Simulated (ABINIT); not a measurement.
TaTiCN:

```
Ta Ti N C
1.0
     1.54659    0.89292    5.08477
    -1.54659    0.89292    5.08477
     0.00000   -1.78584    5.08477
Ta Ti N C
1 1 1 1
Direct
  0.74694 0.74694 0.74694
  0.25439 0.25439 0.25439
  0.50071 0.50071 0.50071
  0.99796 0.99796 0.99796
```

The cell comes from a database or a generator and needn't be the stable form of this composition.

| Item | Value |
| --- | --- |
| Program | ABINIT 10.8.3 (patched build) |
| Task | relaxation of cell and atoms |
| Functional | PBEsol |
| Potentials or basis | JTH PAW PBE v2.0 |
| Cutoff | 707 eV |
| k mesh | 8 × 8 × 8 |
| Occupations | fermi-dirac, width 0.05 eV |
| Spin | no spin polarisation |

At the start: pressure -8.2 GPa; volume 10.53 Å³/atom.

Problem. How do energy, volume and symmetry change on relaxing?

Solution. Over 11 steps the energy falls by 8.0 meV/atom and the volume is 10.23 Å³/atom (-2.8 %); space group R3m (No. 160, to 0.05 Å).

Step by step:
| step | energy change (eV) | largest force (eV/Å) | pressure (GPa) | volume (Å³) |
| --- | --- | --- | --- | --- |
| 1 | 0.0000 | 0.0699 | -8.16 | 42.13 |
| 2 | -0.0298 | 0.1537 | -0.71 | 41.09 |
| 3 | -0.0307 | 0.1312 | 0.06 | 40.98 |
| 4 | -0.0315 | 0.0726 | 0.39 | 40.91 |
| 5 | -0.0317 | 0.0460 | 0.21 | 40.92 |
| 6 | -0.0318 | 0.0273 | 0.02 | 40.94 |
| 7 | -0.0318 | 0.0182 | -0.06 | 40.95 |
| 8 | -0.0318 | 0.0053 | -0.05 | 40.95 |
| 9 | -0.0318 | 0.0016 | -0.01 | 40.94 |
| 10 | -0.0318 | 0.0013 | 0.00 | 40.94 |
| 11 | -0.0318 | 0.0009 | 0.00 | 40.94 |

Final structure:
```
Ta Ti N C
1.0
     1.53393    0.88562    5.02274
    -1.53393    0.88562    5.02274
     0.00000   -1.77123    5.02274
Ta Ti N C
1 1 1 1
Direct
  0.74735 0.74735 0.74735
  0.25377 0.25377 0.25377
  0.50113 0.50113 0.50113
  0.99775 0.99775 0.99775
```

Caveat: the PAW data sets were made with another functional, which shifts forces and pressure a little.
